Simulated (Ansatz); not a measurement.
# TaB3Mo2: the cost of one run

Program: Ansatz 0.2.0. Level of theory: DFT PBE, scalar-relativistic, plane waves, PAW. These are calculated values, not measurements.

## 1. The system as given

The structure is orthorhombic, space group Cmmm (No. 65). The conventional cell has a = 4.432 Å, b = 11.135 Å, c = 3.052 Å, α = 90.00°, β = 90.00°, γ = 90.00°. Ta (site symmetry mmm) has 6 B at 2.22 to 2.38 Å as nearest neighbours. B (site symmetry m2m) has 2 Mo at 2.24 Å and 2 Ta at 2.38 Å as nearest neighbours. Around B (site symmetry mmm) lie 2 Mo at 2.11 Å and 2 Ta at 2.22 Å. Mo (site symmetry m2m) is surrounded by 3 B at 2.11 to 2.24 Å.

Coordinates:

```
CELL_PARAMETERS angstrom
2.21619 -5.56758 0.00000
2.21619 5.56758 0.00000
0.00000 0.00000 3.05151
ATOMIC_POSITIONS crystal
Ta 0.50000 0.50000 0.00000
B 0.33632 0.66368 0.50000
B 0.66368 0.33632 0.50000
B 0.00000 0.00000 0.00000
Mo 0.18940 0.81060 0.00000
Mo 0.81060 0.18940 0.00000
```

The cell was relaxed beforehand at this level, from a generated guess; it is a trial structure. At a tolerance of 0.05 Å it has space group Cmmm (No. 65); it has 12.55 Å³/atom, an uncorrected energy of +0.26 eV/atom over the elements.

## 2. Bands, states and charges

input.yaml reads:

```yaml
crystal:
  lattice:
    - [2.2161869143, -5.5675784111, 0.0]
    - [2.2161869143, 5.5675784111, 0.0]
    - [0.0, 0.0, 3.0515081068]
  atoms:
    - { symbol: Ta, position: [0.5, 0.5, 0.0] }
    - { symbol: B, position: [0.3363154198, 0.6636845802, 0.5] }
    - { symbol: B, position: [0.6636845802, 0.3363154198, 0.5] }
    - { symbol: B, position: [0.0, 0.0, 0.0] }
    - { symbol: Mo, position: [0.1894013746, 0.8105986254, 0.0] }
    - { symbol: Mo, position: [0.8105986254, 0.1894013746, 0.0] }
basis:
  ecutwfc: 420
kpoints:
  mp_grid: { grid: [10, 10, 12] }
  band_path:
    path:
      - [[0.0, 0.0, 0.0], [-0.5, 0.5, 0.0], [-0.28961139, 0.71038861, 0.0]]
      - [[0.28961139, 0.28961139, 0.0], [0.0, 0.0, 0.0], [0.0, 0.0, 0.5], [0.28961139, 0.28961139, 0.5]]
      - [[-0.28961139, 0.71038861, 0.5], [-0.5, 0.5, 0.5], [-0.5, 0.5, 0.0]]
      - [[0.0, 0.0, 0.0], [0.0, 0.5, 0.0], [0.0, 0.5, 0.5], [0.0, 0.0, 0.5], [-0.5, 0.5, 0.5]]
    npoints: 14
hamiltonian:
  xc: pbe
scf:
  occupations: { method: gaussian, width: 0.1 }
  n_extra_bands: 15
output:
  forces: true
  stress: true
  eigenvalues: true
  populations: true
  dos: { projected: true, de: 0.02, nscf_kmesh: { grid: [12, 12, 15] } }
  bader: true
  write_density: true
  write_potential: true
  elf: true
  volumetric_format: npy
```

The run is started by

```console
> ansatz run input.yaml --threads 1 --pin off --max-ram 2560MiB --backend cpu --events-out ev --progress --plain --runs-dir out
```

What time and memory should one allow on 1 thread of Arm Neoverse V1, shared host?

About 2.7 min, with a peak of 0.89 GiB.
